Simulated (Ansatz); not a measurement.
# SnH₃Se+: functionals against CCSD(T) at one geometry

How do the functionals fare away from a minimum? The structure is a structure displaced at random from a GFN2-xTB minimum.

Method: single points in def2-TZVPP; program: Ansatz 0.2.0, Gaussian basis.

Cores are frozen in the correlated methods. Filled d shells of the heavier atoms are correlated. Core potentials replace the inner electrons past krypton, and spin-orbit coupling is left out.

## 1. Where the work starts

SMILES `[SeH][SnH2+]`, 5 atoms, charge 1, spin multiplicity 1.

Atoms are counted from 1 here; the program's logs count them from 0.

Bond lengths: Se1–Sn2 2.490 Å, Se1–H3 1.565 Å, Sn2–H4 1.903 Å, Sn2–H5 1.532 Å. Angles: Sn2–Se1–H3 99.5°, Se1–Sn2–H4 122.9°, Se1–Sn2–H5 133.9°, H4–Sn2–H5 103.1°.

Geometry (Å):

```
Se    1.08590   -1.42420    0.70880
Sn   -0.02330    0.52640   -0.36950
H    -0.00330   -1.78270    1.77420
H    -1.01490    0.38600   -1.98760
H    -0.22670    1.99000    0.03580
```

## 2. CCSD(T)/def2-TZVPP

run/in.yaml reads:

```yaml
crystal:
  periodic: [false, false, false]
  atoms:
    - {symbol: Se, position_ang: [1.085900, -1.424200, 0.708800]}
    - {symbol: Sn, position_ang: [-0.023300, 0.526400, -0.369500]}
    - {symbol: H, position_ang: [-0.003300, -1.782700, 1.774200]}
    - {symbol: H, position_ang: [-1.014900, 0.386000, -1.987600]}
    - {symbol: H, position_ang: [-0.226700, 1.990000, 0.035800]}
basis:
  gaussian: {orbitals: def2-TZVPP}
total_charge: 1
correlation: {method: ccsd_t}
output: {forces: true}
```

No record of the launch command was kept for these runs.

## 3. PBE0-D4/def2-TZVPP

run/in.yaml: that of step 2 with these lines changed.

```diff
@@ -11,3 +11,3 @@
 total_charge: 1
-correlation: {method: ccsd_t}
-output: {forces: true}
+hamiltonian: {xc: pbe0, dispersion: d4}
+output: {forces: true, orbitals: {seedname: orbitals}}
```

## 4. wB97M-V/def2-TZVPP

run/in.yaml: that of step 3 with these lines changed.

```diff
@@ -11,3 +11,3 @@
 total_charge: 1
-hamiltonian: {xc: pbe0, dispersion: d4}
-output: {forces: true, orbitals: {seedname: orbitals}}
+hamiltonian: {xc: {name: wB97M-V}}
+output: {forces: true}
```

## 5. r2SCAN-D4/def2-TZVPP

run/in.yaml: that of step 4 with these lines changed.

```diff
@@ -11,3 +11,3 @@
 total_charge: 1
-hamiltonian: {xc: {name: wB97M-V}}
+hamiltonian: {xc: r2scan, dispersion: d4}
 output: {forces: true}
```

## 6. PBE-D4/def2-TZVPP

run/in.yaml: that of step 5 with these lines changed.

```diff
@@ -11,3 +11,3 @@
 total_charge: 1
-hamiltonian: {xc: r2scan, dispersion: d4}
+hamiltonian: {xc: pbe, dispersion: d4}
 output: {forces: true}
```

## 7. r2SCANh-D4/def2-TZVPP

run/in.yaml: that of step 6 with these lines changed.

```diff
@@ -11,3 +11,3 @@
 total_charge: 1
-hamiltonian: {xc: pbe, dispersion: d4}
+hamiltonian: {xc: {name: r2SCANh}, dispersion: d4}
 output: {forces: true}
```

## 8. revPBE-D4/def2-TZVPP

run/in.yaml: that of step 7 with these lines changed.

```diff
@@ -11,3 +11,3 @@
 total_charge: 1
-hamiltonian: {xc: {name: r2SCANh}, dispersion: d4}
+hamiltonian: {xc: {name: revPBE}, dispersion: d4}
 output: {forces: true}
```

(Steps that only read results are left out.)

Before running it: what results should come out? Wanted: energy less free atoms, CCSD(T)/def2-TZVPP; RMS force component; RMS force error; HOMO and LUMO, PBE0-D4; T1 diagnostic.

As calculated:

| quantity | value |
| --- | --- |
| energy less free atoms, CCSD(T)/def2-TZVPP | -228.2 kJ/mol |
| RMS force component | 1.572 to 1.620 eV/Å over the methods |
| RMS force error | PBE0-D4 0.068, wB97M-V 0.039, r2SCAN-D4 0.074, PBE-D4 0.203, r2SCANh-D4 0.049, revPBE-D4 0.221 eV/Å |
| HOMO and LUMO, PBE0-D4 | -12.49 and -9.10 eV |
| T1 diagnostic | 0.013 |

Against CCSD(T) the functionals' energies less atoms differ by -26.6 to -2.2 kJ/mol, PBE-D4 by -26.6 kJ/mol. CCSD(T) in triple zeta still lacks some correlation energy of the bonds, so part of these gaps is its own basis error and they don't rank the functionals. On forces the order runs from wB97M-V to revPBE-D4. Frozen-core CCSD(T) forces in triple zeta carry basis errors of their own, and this is one geometry, so small gaps rank nothing.
